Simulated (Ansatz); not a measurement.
# BBrFH₃Si: small, medium and large basis sets

One table from this session's results is given with a row withheld; the runs are named, their logs left out.

Method: one geometry, several basis sets; program: Ansatz 0.2.0, Gaussian basis.

Plan: PBE0-D4/def2-SVP; ωB97M-V/def2-SVP; PBE0-D4/def2-QZVPP; ωB97M-V/def2-QZVPP; the functionals' def2-TZVPP values are taken from earlier runs.

## The relaxed structure

An earlier PBE0-D4 in a triple-zeta def2 set relaxation fixed the geometry.

SMILES `B[SiH](F)Br`, 7 atoms, charge 0, spin multiplicity 1.

Atoms are counted from 1 here; the program's logs count them from 0.

Bond lengths: B1–Si2 1.951 Å, B1–H5 1.193 Å, B1–H6 1.192 Å, Si2–F3 1.591 Å, Si2–Br4 2.266 Å, Si2–H7 1.478 Å. Angles: Si2–B1–H5 118.9°, Si2–B1–H6 119.4°, H5–B1–H6 121.3°, B1–Si2–F3 121.0°, B1–Si2–Br4 77.7°, B1–Si2–H7 126.8°, F3–Si2–Br4 110.1°, F3–Si2–H7 106.6°, Br4–Si2–H7 108.3°.

The first run:

The input, in.yaml:

```yaml
crystal:
  periodic: [false, false, false]
  atoms:
    - {symbol: B, position_ang: [-0.191983, 0.793005, 0.791053]}
    - {symbol: Si, position_ang: [0.484821, -0.343885, -0.642668]}
    - {symbol: F, position_ang: [0.277733, 0.053488, -2.169580]}
    - {symbol: Br, position_ang: [-1.300794, -1.521816, 0.104998]}
    - {symbol: H, position_ang: [0.170005, 0.587708, 1.908654]}
    - {symbol: H, position_ang: [-1.052326, 1.583190, 0.554062]}
    - {symbol: H, position_ang: [1.673844, -1.219790, -0.592217]}
basis:
  gaussian: {orbitals: def2-SVP}
hamiltonian: {xc: pbe0, dispersion: d4}
output: {orbitals: {seedname: orbitals}}
```

Command:

```
ansatz run in.yaml --threads 2 --pin off --events-out ev --progress --plain --max-ram 4352MiB
```

Steps of the session up to this table: PBE0-D4 in def2-SVP; ωB97M-V in def2-SVP; PBE0-D4 in def2-QZVPP; ωB97M-V in def2-QZVPP.

One of the session's tables, all rows but one given; the rest of the session is left out.

It belongs to the step «Density functionals: the series». 

```
functional       basis  HOMO (eV)  LUMO (eV)
   PBE0-D4    def2-SVP          ?          ?
   PBE0-D4  def2-TZVPP      -8.28      -2.01
   PBE0-D4  def2-QZVPP      -8.29      -2.03
   ωB97M-V    def2-SVP     -10.33       0.14
   ωB97M-V  def2-TZVPP     -10.39      -0.11
   ωB97M-V  def2-QZVPP     -10.40      -0.19
```

Q: Estimate the row for PBE0-D4, def2-SVP from the others.

As computed: HOMO (eV): -8.26; LUMO (eV): -1.90. In the column «HOMO (eV)» it is the highest.
